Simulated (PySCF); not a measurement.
# SnSe (SMILES [Se][Sn]) at 3 levels

Aim: a comparison of 3 runs (HF/STO-3G, HF/3-21G, SCS-MP2/def2-TZVP) of SnSe. Input form: a Python script.

The results are computed with PySCF 2.14.0.

3 further runs of the same task are left out: 3 set aside as unsound or not needed.

### 1 The system as given

The species is SnSe (2 atoms), meant as a singlet with charge 0. SMILES: `[Se][Sn]`. The Se1–Sn2 distance was set to 2.689 Å, away from the relaxed value.

Bond lengths: Se1–Sn2 2.689 Å.

### 2 The energy at HF/STO-3G (run 1)

The input, geometry.xyz:

```xyz
2
SeSn
Se     0.000000     0.000000    -0.350760
Sn     0.000000     0.000000     2.338340
```

The input, calc.py:

```python
from pyscf import gto, scf

molecule = gto.M(
    atom='geometry.xyz',
    charge=0,
    max_memory=1860,
    basis='sto-3g',
    verbose=3,
)

myscf = scf.RHF(molecule)
myscf.conv_tol = 1e-10
myscf.kernel()
if not myscf.converged:
    myscf = myscf.newton().run(myscf.mo_coeff, myscf.mo_occ)

etot = myscf.e_tot
print('Final energy', etot)
```

Launch:

```sh
$ OMP_NUM_THREADS=1 python calc.py
```

Standard output:

```text
converged SCF energy = -8336.80129213175
Final energy -8336.80129213175
```

It took 0.71 s on 1 thread of Arm Neoverse V2, shared host; peak memory 0.12 GiB.

### 3 A single-point energy at HF/3-21G (run 2)

The input, start.xyz:

```xyz
2

Se     0.000000     0.000000    -0.350760
Sn     0.000000     0.000000     2.338340
```

The input, input.py:

```python
from pyscf import gto

system = gto.M(
    atom='start.xyz',
    spin=0,
    max_memory=1860,
    basis='3-21g',
    verbose=4,
    charge=0,
)

mf = system.RHF()
mf.conv_tol = 1e-10
mf.kernel()
if not mf.converged:
    mf = mf.newton().run(mf.mo_coeff, mf.mo_occ)

etot = mf.e_tot
print('Final energy', etot)
```

Launch:

```sh
$ OMP_NUM_THREADS=1 python input.py
```

Standard output:

```text
PySCF version 2.14.0

[INPUT] num. atoms = 2
[INPUT] num. electrons = 84
[INPUT] charge = 0
[INPUT] spin (= nelec alpha-beta = 2S) = 0
[INPUT] symmetry False subgroup None
[INPUT] Mole.unit = angstrom
[INPUT] Symbol           X                Y                Z      unit          X                Y                Z       unit  Magmom
[INPUT]  1 Se     0.000000000000   0.000000000000  -0.350760000000 AA    0.000000000000   0.000000000000  -0.662840335452 Bohr   0.0
[INPUT]  2 Sn     0.000000000000   0.000000000000   2.338340000000 AA    0.000000000000   0.000000000000   4.418822186115 Bohr   0.0

nuclear repulsion = 334.536186294299
number of shells = 23
number of NR pGTOs = 135
number of NR cGTOs = 53
basis = 3-21g
ecp = {}

******** <class 'pyscf.scf.hf.RHF'> ********
method = RHF
initial guess = minao
damping factor = 0
level_shift factor = 0
DIIS = <class 'pyscf.scf.diis.CDIIS'>
diis_start_cycle = 1
diis_space = 8
diis_damp = 0
SCF conv_tol = 1e-10
SCF conv_tol_grad = None
SCF max_cycles = 50
direct_scf = True
direct_scf_tol = 1e-13
Set gradient conv threshold to 1e-05
Initial guess from minao.
init E= -8368.96389937731
  HOMO = -0.320728352940656  LUMO = -0.0971622371585981  gap/eV = 6.08354
cycle= 1 E= -8384.62190259818  delta_E= -15.7  |g|= 0.501  |ddm|= 1.59
  HOMO = -0.19085239833986  LUMO = -0.0345983601265047  gap/eV = 4.25189
cycle= 2 E= -8384.2823149744  delta_E= 0.34  |g|= 1.01  |ddm|=  2.2
  HOMO = -0.268524502113309  LUMO = -0.0318331405768858  gap/eV = 6.44070
cycle= 3 E= -8384.77606276665  delta_E= -0.494  |g|= 0.0307  |ddm|= 1.41
  HOMO = -0.29604203898101  LUMO = -0.0250656903257099  gap/eV = 7.37364
cycle= 4 E= -8384.77696003448  delta_E= -0.000897  |g|= 0.0117  |ddm|= 0.0971
  HOMO = -0.298764473190246  LUMO = -0.0230830068000001  gap/eV = 7.50167
cycle= 5 E= -8384.77722651111  delta_E= -0.000266  |g|= 0.00651  |ddm|= 0.0537
  HOMO = -0.298181946421393  LUMO = -0.0237611702590152  gap/eV = 7.46737
cycle= 6 E= -8384.77731339506  delta_E= -8.69e-05  |g|= 0.00341  |ddm|= 0.0313
  HOMO = -0.297983497989448  LUMO = -0.0235620379701912  gap/eV = 7.46739
cycle= 7 E= -8384.777345744  delta_E= -3.23e-05  |g|= 0.000356  |ddm|= 0.0313
  HOMO = -0.297994478338335  LUMO = -0.0235530576406384  gap/eV = 7.46793
cycle= 8 E= -8384.77734614338  delta_E= -3.99e-07  |g|= 2.32e-05  |ddm|= 0.00386
  HOMO = -0.297996879896879  LUMO = -0.0235506645797641  gap/eV = 7.46806
cycle= 9 E= -8384.7773461437  delta_E= -3.27e-10  |g|= 3.39e-06  |ddm|= 8.41e-05
  HOMO = -0.297996238423103  LUMO = -0.0235508101533074  gap/eV = 7.46804
cycle= 10 E= -8384.77734614373  delta_E= -2.55e-11  |g|= 2.4e-07  |ddm|= 1.05e-05
  HOMO = -0.297996293660226  LUMO = -0.0235508038759765  gap/eV = 7.46804
Extra cycle  E= -8384.77734614371  delta_E= 1.46e-11  |g|= 1.33e-07  |ddm|= 1.14e-06
converged SCF energy = -8384.77734614371
Final energy -8384.777346143714
```

Run time: 0.84 s. Hardware: 1 thread of Arm Neoverse V2, shared host; peak memory 0.12 GiB.

### 4 A single-point energy at SCS-MP2/def2-TZVP (core potential) (run 3)

The input, run.py:

```python
from pyscf import gto, scf, mp

mol = gto.M(
    atom='''
Se       0.000000       0.000000      -0.350760
Sn       0.000000       0.000000       2.338340
''',
    ecp={'Sn': 'def2-svp'},
    spin=0,
    max_memory=1860,
    basis='def2-tzvp',
    charge=0,
    verbose=3,
)

myscf = scf.RHF(mol)
myscf.conv_tol = 1e-10
myscf.kernel()
if not myscf.converged:
    myscf = myscf.newton().run(myscf.mo_coeff, myscf.mo_occ)

pt = mp.MP2(myscf, frozen=13).run()
e_tot = myscf.e_tot + 1.2 * pt.e_corr_os + pt.e_corr_ss / 3
print('Final energy', e_tot)
```

Launch:

```sh
$ OMP_NUM_THREADS=1 python run.py
```

Standard output:

```text
converged SCF energy = -2613.21435791437
E(RMP2) = -2613.785045847  E_corr = -0.570687932629812
E(SCS-RMP2) = -2613.73540595546  E_corr = -0.521048041085888
Final energy -2613.7354059554555
```

It took 2.9 s on 1 thread of Arm Neoverse V2, shared host; peak memory 0.25 GiB.

### 5 The series

| run | level | core potential | frozen core orbitals | energy (Eh) | dipole moment (D) of the reference | HOMO energy (eV) | LUMO energy (eV) | wall time |
| --- | --- | --- | --- | --- | --- | --- | --- | --- |
| 1 | HF/STO-3G | – | – | -8336.801292 | 5.21 | -4.45 | 3.52 | 0.71 s |
| 2 | HF/3-21G | – | – | -8384.777346 | 5.31 | -8.11 | -0.64 | 0.84 s |
| 3 | SCS-MP2/def2-TZVP (core potential) | def2-svp | 13 | -2613.735406 | 6.01 | -8.17 | -0.73 | 2.9 s |

### 6 What came out

| quantity | value |
| --- | --- |
| run 3: total energy | -2613.73541 Eh |
| run 3: dipole moment (Hartree–Fock density) | 6.01 D |
| run 3: HOMO energy (Hartree–Fock orbitals) | -8.17 eV |
| run 3: LUMO energy (Hartree–Fock orbitals) | -0.73 eV |
| run 3: HOMO–LUMO gap (Hartree–Fock orbitals) | 7.44 eV |
| run 3: correlation energy (13 core orbitals frozen) | -521.0 mEh |

What this shows: Some runs of one species differ in core potentials or relativity; totals across that change don't compare. In run 1 the basis is minimal, so the values are rough. In runs 1, 2 relativity is left out where basis or elements ask for it. All runs together took 4.4 s, the longest 2.9 s.
